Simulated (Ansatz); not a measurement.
# InSb3 (Pm-3m) in Ansatz: equation of state

How stiff is InSb3 in PBE, and what volume does it want? The cell is scaled to several volumes.

Everything below comes from runs of Ansatz 0.2.0. Logs are shortened: lines on timing, memory, paths and dates and some standing lists are left out, and cuts for length are marked.

**1. Starting point**

The structure is cubic, space group Pm-3m (No. 221). Conventional cell: a = 4.806 Å, b = 4.806 Å, c = 4.806 Å, α = 90.00°, β = 90.00°, γ = 90.00°. Around Sb (site symmetry 4/mmm) lie 8 Sb at 3.40 Å and 4 In at 3.40 Å. Around In (site symmetry m-3m) lie 12 Sb at 3.40 Å.

The cell comes from a database or a generator and needn't be the stable form of this composition.

**2. Single point, PBE, 26.09 Å³/atom (volume scaled by 0.94)**

The input, input.yaml:

```yaml
crystal:
  lattice:
    - [4.7082503466, 0.0, 0.0]
    - [0.0, 4.7082503466, 0.0]
    - [0.0, 0.0, 4.7082503466]
  atoms:
    - { symbol: Sb, position: [0.5, 0.5, 0.0] }
    - { symbol: Sb, position: [0.0, 0.5, 0.5] }
    - { symbol: Sb, position: [0.5, 0.0, 0.5] }
    - { symbol: In, position: [0.0, 0.0, 0.0] }
hamiltonian:
  xc: pbe
  pseudopotentials: { kind: paw }
kpoints:
  mp_grid: { grid: [6, 6, 6] }
scf:
  occupations: { method: fermi_dirac, width: 0.05 }
output:
  forces: true
  stress: true
  eigenvalues: true
```

Potentials or basis: Ansatz PAW.

Launch:

```console
$ ansatz run input.yaml --threads 2 --pin off --max-ram 5120MiB --backend cpu --events-out ev --progress --plain --runs-dir out
```

The log of the run:

```text
Warning: RAYON_NUM_THREADS=2 ignored (pool sized by the plan → 2); use --threads N
Engine: ansatz 0.2.0, aarch64-unknown-linux-gnu
Pseudopotentials: kind: paw
Pseudopotential: Sb, paw, valence charge 15, recommended cutoff 420 eV (normal), Sb.paw.azcp
Pseudopotential: In, paw, valence charge 13, recommended cutoff 420 eV (normal), In.paw.azcp
Functional definition: PBE
  parameter kappa = 0.804
  parameter beta = 0.06672455060314922
  exchange = pbe_x(kappa = kappa, mu = beta*pi^2/3)
  correlation = pbe_c(beta = beta)
Crystal: 4 atoms, lattice volume = 104.371 Å³
Basis set: ecut = 420 eV, 2007 PW (Γ), exchange–correlation on 64×64×64 points (8 copies of the dense FFT grid, shifted against one another)
Bands: 35, of which v1, the nominal top of the filled ones, is band 29 counted from 1 (28 counted from 0)
Symmetry: 48 space group operations
Space group: Pm-3m (ITA 221), of the structure as read, at distance tolerance 4.7e-5 Å
k-points: 20 of 216
Non-local potential: Sb, projectors of the file, l = 0: 2, l = 1: 2, l = 2: 2, l = 3: 2
Non-local potential: In, projectors of the file, l = 0: 2, l = 1: 2, l = 2: 2, l = 3: 2
PAW form: soft (Blöchl's): semilocal exchange-correlation on the pseudo side does not see the compensation charge
PAW one-centre angular grid: Sb, 590 points (default); XC on 64 Gauss nodes
PAW one-centre angular grid: In, 590 points (default); XC on 64 Gauss nodes
Initial density: superposition of atomic densities (neutral atoms: chi_scale 0, normalization atom), corrected by the library's trained network
Initial wavefunctions: pseudopotential atomic-orbital guess
Functional: x = pbe(κ = 0.804, μ = 0.2195149727645171), c = pbe(β = 0.06672455060314922)
SCF iter   1: F=—  HF=-25050.503466 eV  |F-HF|=—  |Δ(HF+E_count)|=         —  Δρ=1.48e-3  dr2=6.71e-3  ethr=1.77e-3  ⟨swp⟩=7.1  Hψ=2945  notcnv=0  defer=1
preconditioner: auto → Kerker (q_TF=auto, 2.474 Å⁻¹)  [metal: Δε(μ)=0.034 eV  Ē_g=10.911 eV  σ=0.050 eV  W_gap=0.17  n_scr=26 (ndim 8)  ℏωp=19.2 eV  f_vac=0.000  D(μ)=2.57/eV (n_scr^D=18)]
SCF iter   2: F=—  HF=-25050.499492 eV  |F-HF|=—  |Δ(HF+E_count)|=   3.97e-3  Δρ=1.04e-3  dr2=3.19e-3  ethr=1.16e-5  ⟨swp⟩=2.0  Hψ=1420  notcnv=0  defer=1
SCF iter   3: F=—  HF=-25050.498815 eV  |F-HF|=—  |Δ(HF+E_count)|=   6.78e-4  Δρ=4.89e-4  dr2=5.75e-4  ethr=5.50e-6  ⟨swp⟩=2.6  Hψ=1144  notcnv=0  defer=1
SCF iter   4: F=—  HF=-25050.498627 eV  |F-HF|=—  |Δ(HF+E_count)|=   1.87e-4  Δρ=3.28e-4  dr2=6.61e-5  ethr=9.91e-7  ⟨swp⟩=2.0  Hψ=850  notcnv=0  defer=1
SCF iter   5: F=—  HF=-25050.498572 eV  |F-HF|=—  |Δ(HF+E_count)|=   5.50e-5  Δρ=3.79e-5  dr2=1.63e-6  ethr=1.14e-7  ⟨swp⟩=2.0  Hψ=1267  notcnv=0  defer=1
SCF iter   6: F=—  HF=-25050.498573 eV  |F-HF|=—  |Δ(HF+E_count)|=   4.90e-7  Δρ=2.70e-5  dr2=4.50e-7  ethr=2.81e-9  ⟨swp⟩=2.0  Hψ=879  notcnv=0  defer=1
SCF iter   7: F=-25050.498572 eV  HF=-25050.498572 eV  |F-HF|=3.67e-8  |Δ(HF+E_count)|=   2.11e-7  Δρ=6.86e-6  dr2=3.71e-8  ethr=1.72e-10  ⟨swp⟩=5.5  Hψ=3049  notcnv=0
SCF 1 converged in 7 iterations: F = -25050.498572 eV  dr2 = 3.71e-8
SCF converged after 7 iterations
Free energy (F): -25050.498572 eV
Harris-Foulkes:  -25050.498572 eV  (|F-HF|=3.67e-8)
Internal energy: -25050.477302 eV  (E = F + TS)
E sigma→0 (E₀):  -25050.487937 eV
Entropy (-TS):   -0.021270 eV (-5.318 meV/atom)
Fermi energy:    11.727167 eV
--- Per-component energies (eV) ---
  E_band       = -435.353076
  E_kinetic    = 863.000478
  E_local      = -5317.423300  (includes V_loc(G=0)·N_el)
  E_nonlocal   = 1450.919002
  E_hartree    = 2367.727502
  E_xc         = -632.871359
  E_vxc        = -390.655047  (∫ρ·V_xc dr)
  E_paw        = -17875.118394  (= ΣΔE_a)
  E_vpaw       = -1776.664391  (= ΣTr[D̂ρ^β])
  E_aug_tail   = 0.000021  (compensation charges beyond the density's cutoff)
  E_ewald      = -5906.711252
  E_smearing   = -0.021270  (= −TS)
  E_closure    = -0.000000  (closes the sum)
  Σ components = -25050.498572   (vs F -25050.498572, Δ=0.00e0)
--- Forces (eV/Å), atoms counted from 1 ---
  atom   1  Sb     0.00000000    -0.00000000     0.00000000
  atom   2  Sb     0.00000000     0.00000000     0.00000000
  atom   3  Sb     0.00000000    -0.00000000     0.00000000
  atom   4  In    -0.00000000     0.00000000    -0.00000000
  max |Σ_I F_I| component: 1.03e-28 eV/Å
--- Stress (GPa, compression-positive) ---
        3.883056      -0.000000       0.000000
        0.000000       3.883056       0.000000
        0.000000      -0.000000       3.883056
  P = ⅓ Tr σ = 3.8831 GPa (38.831 kbar)
--- Band table (eV; the first three rows and the last of 20) ---
  k-point 0: bands = ["-17.5859", "-17.5859", "-17.5859", "-17.5732", "-17.5384", "-17.5384", "-17.5151", "-17.5151", "-17.5151", "-17.5034", "-17.5034", "-17.4714", "-17.4610", "-17.4610", "-17.4610", "-2.8493", "-2.8493", "-2.8267", "-2.8267", "-2.8267", "-0.8818", "4.3321", "4.3321", "7.1590", "7.1590", "7.1590", "8.1668", "12.2084", "12.2084", "12.2084", "13.5522", "13.5522", "13.5522", "16.5793", "16.5793"]
  k-point 1: bands = ["-17.5851", "-17.5780", "-17.5780", "-17.5689", "-17.5380", "-17.5343", "-17.5160", "-17.5152", "-17.5152", "-17.5073", "-17.5034", "-17.4752", "-17.4693", "-17.4693", "-17.4610", "-2.8476", "-2.8444", "-2.8308", "-2.8308", "-2.8266", "-0.7017", "3.5141", "4.3736", "7.1401", "7.3687", "7.3687", "9.3931", "11.6491", "11.7227", "11.7227", "12.6696", "13.3273", "13.3273", "16.8521", "17.1434"]
  k-point 2: bands = ["-17.5832", "-17.5580", "-17.5563", "-17.5563", "-17.5373", "-17.5240", "-17.5178", "-17.5172", "-17.5158", "-17.5158", "-17.5032", "-17.4913", "-17.4913", "-17.4850", "-17.4610", "-2.8442", "-2.8390", "-2.8390", "-2.8351", "-2.8265", "-0.1789", "2.1546", "4.4619", "7.3557", "7.9725", "7.9725", "10.4325", "10.4325", "10.8420", "11.0693", "12.0655", "13.6682", "13.6682", "16.3173", "16.6678"]
  k-point 19: bands = ["-17.5552", "-17.5552", "-17.5552", "-17.5524", "-17.5524", "-17.5524", "-17.5465", "-17.5062", "-17.5062", "-17.5062", "-17.5058", "-17.5058", "-17.4700", "-17.4700", "-17.4700", "-2.8708", "-2.8708", "-2.8708", "-2.8073", "-2.8073", "2.6544", "2.6544", "2.6544", "5.7504", "6.4097", "6.4097", "6.4097", "6.8205", "15.5510", "15.5510", "15.6192", "15.6192", "15.6192", "18.4649", "18.4649"]
```

It took 1.9 s on 2 threads of Arm Neoverse V2, shared host; peak memory 0.45 GiB.

Results:

| Property | Result |
| --- | --- |
| Free energy | -25050.4986 eV |
| Pressure | 3.9 GPa |
| Band gap on the k mesh | none (metal or under the smearing width) |

**3. Single point, PBE, 26.65 Å³/atom (volume scaled by 0.96)**

Changes to input.yaml since step 2:

```diff
@@ -2,5 +2,5 @@
   lattice:
-    - [4.7082503466, 0.0, 0.0]
-    - [0.0, 4.7082503466, 0.0]
-    - [0.0, 0.0, 4.7082503466]
+    - [4.7414081316, 0.0, 0.0]
+    - [0.0, 4.7414081316, 0.0]
+    - [0.0, 0.0, 4.7414081316]
   atoms:
@@ -21 +21,5 @@
   eigenvalues: true
+  write_density: true
+  write_potential: true
+  elf: true
+  volumetric_format: npy
```

Potentials or basis: Ansatz PAW.

Launch:

```console
$ ansatz run input.yaml --threads 2 --pin off --max-ram 5120MiB --backend cpu --events-out ev --progress --plain --runs-dir out
```

It took 2.7 s on 2 threads of Arm Neoverse V2, shared host; peak memory 0.46 GiB.

It converged, with:

| Item | Value |
| --- | --- |
| Free energy | -25050.5427 eV |
| Pressure | 2.5 GPa |
| Band gap on the k mesh | none (metal or under the smearing width) |

**4. Single point, PBE, 27.20 Å³/atom (volume scaled by 0.98)**

Changes to input.yaml since step 3:

```diff
@@ -2,5 +2,5 @@
   lattice:
-    - [4.7414081316, 0.0, 0.0]
-    - [0.0, 4.7414081316, 0.0]
-    - [0.0, 0.0, 4.7414081316]
+    - [4.7741085314, 0.0, 0.0]
+    - [0.0, 4.7741085314, 0.0]
+    - [0.0, 0.0, 4.7741085314]
   atoms:
@@ -21,5 +21 @@
   eigenvalues: true
-  write_density: true
-  write_potential: true
-  elf: true
-  volumetric_format: npy
```

Launch:

```console
$ ansatz run input.yaml --threads 2 --pin off --max-ram 5120MiB --backend cpu --events-out ev --progress --plain --runs-dir out
```

Wall time 2 s (2 threads of Arm Neoverse V2, shared host); peak memory 0.46 GiB.

The run converged. Its results:

```
Free energy            : -25050.5687 eV
Pressure               : 1.3 GPa
Band gap on the k mesh : none (metal or under the smearing width)
```

**5. Single point, PBE, 27.76 Å³/atom**

Changes to input.yaml since step 4:

```diff
@@ -2,5 +2,5 @@
   lattice:
-    - [4.7741085314, 0.0, 0.0]
-    - [0.0, 4.7741085314, 0.0]
-    - [0.0, 0.0, 4.7741085314]
+    - [4.806367, 0.0, 0.0]
+    - [0.0, 4.806367, 0.0]
+    - [0.0, 0.0, 4.806367]
   atoms:
```

Launch:

```console
$ ansatz run input.yaml --threads 2 --pin off --max-ram 5120MiB --backend cpu --events-out ev --progress --plain --runs-dir out
```

Wall time 2.4 s (2 threads of Arm Neoverse V2, shared host); peak memory 0.47 GiB.

It converged, with:

* Free energy: -25050.5787 eV
* Pressure: 0.2 GPa
* Band gap on the k mesh: none (metal or under the smearing width)

**6. Single point, PBE, 28.31 Å³/atom (volume scaled by 1.02)**

Changes to input.yaml since step 5:

```diff
@@ -2,5 +2,5 @@
   lattice:
-    - [4.806367, 0.0, 0.0]
-    - [0.0, 4.806367, 0.0]
-    - [0.0, 0.0, 4.806367]
+    - [4.8381981727, 0.0, 0.0]
+    - [0.0, 4.8381981727, 0.0]
+    - [0.0, 0.0, 4.8381981727]
   atoms:
@@ -21 +21,5 @@
   eigenvalues: true
+  write_density: true
+  write_potential: true
+  elf: true
+  volumetric_format: npy
```

Potentials or basis: Ansatz PAW.

Launch:

```console
$ ansatz run input.yaml --threads 2 --pin off --max-ram 5120MiB --backend cpu --events-out ev --progress --plain --runs-dir out
```

Wall time 3.2 s (2 threads of Arm Neoverse V2, shared host); peak memory 0.48 GiB.

Results (log left out):

| Quantity | Value |
| --- | --- |
| Free energy | -25050.5742 eV |
| Pressure | -0.8 GPa |
| Band gap on the k mesh | none (metal or under the smearing width) |

**7. Single point, PBE, 28.87 Å³/atom (volume scaled by 1.04)**

Changes to input.yaml since step 6:

```diff
@@ -2,5 +2,5 @@
   lattice:
-    - [4.8381981727, 0.0, 0.0]
-    - [0.0, 4.8381981727, 0.0]
-    - [0.0, 0.0, 4.8381981727]
+    - [4.8696159243, 0.0, 0.0]
+    - [0.0, 4.8696159243, 0.0]
+    - [0.0, 0.0, 4.8696159243]
   atoms:
@@ -21,5 +21 @@
   eigenvalues: true
-  write_density: true
-  write_potential: true
-  elf: true
-  volumetric_format: npy
```

Launch:

```console
$ ansatz run input.yaml --threads 2 --pin off --max-ram 5120MiB --backend cpu --events-out ev --progress --plain --runs-dir out
```

It took 2.2 s on 2 threads of Arm Neoverse V2, shared host; peak memory 0.47 GiB.

It converged, with:

- Free energy: -25050.5571 eV
- Pressure: -1.7 GPa
- Band gap on the k mesh: none (metal or under the smearing width)

**8. Single point, PBE, 29.42 Å³/atom (volume scaled by 1.06)**

Changes to input.yaml since step 7:

```diff
@@ -2,5 +2,5 @@
   lattice:
-    - [4.8696159243, 0.0, 0.0]
-    - [0.0, 4.8696159243, 0.0]
-    - [0.0, 0.0, 4.8696159243]
+    - [4.9006334225, 0.0, 0.0]
+    - [0.0, 4.9006334225, 0.0]
+    - [0.0, 0.0, 4.9006334225]
   atoms:
```

Potentials or basis: Ansatz PAW.

Launch:

```console
$ ansatz run input.yaml --threads 2 --pin off --max-ram 5120MiB --backend cpu --events-out ev --progress --plain --runs-dir out
```

The log of the run:

```text
Warning: RAYON_NUM_THREADS=2 ignored (pool sized by the plan → 2); use --threads N
[... 6 set-up lines as earlier in the session ...]
[... 57 lines left out ...]
       -0.000000      -2.400990       0.000000
        0.000000       0.000000      -2.400990
  P = ⅓ Tr σ = -2.4010 GPa (-24.010 kbar)
--- Band table (eV; the first three rows and the last of 20) ---
  k-point 0: bands = ["-19.3442", "-19.3442", "-19.3442", "-19.3400", "-19.3061", "-19.3061", "-19.2968", "-19.2968", "-19.2929", "-19.2929", "-19.2929", "-19.2644", "-19.2644", "-19.2644", "-19.2639", "-4.5676", "-4.5676", "-4.5551", "-4.5551", "-4.5551", "-1.8515", "2.3843", "2.3843", "5.9102", "5.9102", "5.9102", "6.3426", "10.3264", "10.3264", "10.3264", "11.5897", "11.5897", "11.5897", "14.5750", "14.5750"]
  k-point 1: bands = ["-19.3437", "-19.3390", "-19.3390", "-19.3373", "-19.3059", "-19.3036", "-19.2992", "-19.2968", "-19.2934", "-19.2930", "-19.2930", "-19.2697", "-19.2697", "-19.2663", "-19.2644", "-4.5666", "-4.5645", "-4.5573", "-4.5573", "-4.5550", "-1.6938", "1.8309", "2.4148", "5.5315", "6.0947", "6.0947", "7.5887", "9.8657", "9.9286", "9.9286", "10.8581", "11.3875", "11.3875", "14.7841", "15.2677"]
  k-point 2: bands = ["-19.3428", "-19.3306", "-19.3249", "-19.3249", "-19.3060", "-19.3050", "-19.2972", "-19.2965", "-19.2943", "-19.2937", "-19.2937", "-19.2836", "-19.2836", "-19.2725", "-19.2644", "-4.5646", "-4.5618", "-4.5618", "-4.5585", "-4.5549", "-1.2402", "0.7708", "2.4783", "5.5433", "6.6253", "6.6253", "8.8229", "8.8229", "9.1715", "9.1859", "10.2321", "11.6341", "11.6341", "13.7659", "14.4048"]
  k-point 19: bands = ["-19.3266", "-19.3266", "-19.3266", "-19.3198", "-19.3198", "-19.3198", "-19.3116", "-19.2959", "-19.2959", "-19.2959", "-19.2869", "-19.2869", "-19.2665", "-19.2665", "-19.2665", "-4.5792", "-4.5792", "-4.5792", "-4.5429", "-4.5429", "1.0277", "1.0277", "1.0277", "4.6632", "5.2681", "5.2681", "5.2681", "5.2707", "13.1542", "13.1542", "13.2001", "13.2001", "13.2001", "15.9947", "15.9947"]
```

Run time: 2.3 s. Hardware: 2 threads of Arm Neoverse V2, shared host; peak memory 0.47 GiB.

Results:

| Quantity | Value |
| --- | --- |
| Free energy | -25050.5290 eV |
| Pressure | -2.4 GPa |
| Band gap on the k mesh | none (metal or under the smearing width) |

**9. Equation of state, PBE**

Potentials or basis: Ansatz PAW.

No new run: the results of the series are fitted here.

What came out:

```
Equilibrium volume                      : 27.86 Å³/atom
Bulk modulus                            : 51 GPa
Pressure derivative of the bulk modulus : 5.0
```

Energy against volume, from the lowest point:
```csv
volume (Å³/atom),energy (meV/atom)
26.093,20.02
26.648,9.00
27.203,2.48
27.758,0.00
28.313,1.11
28.868,5.38
29.424,12.42
```
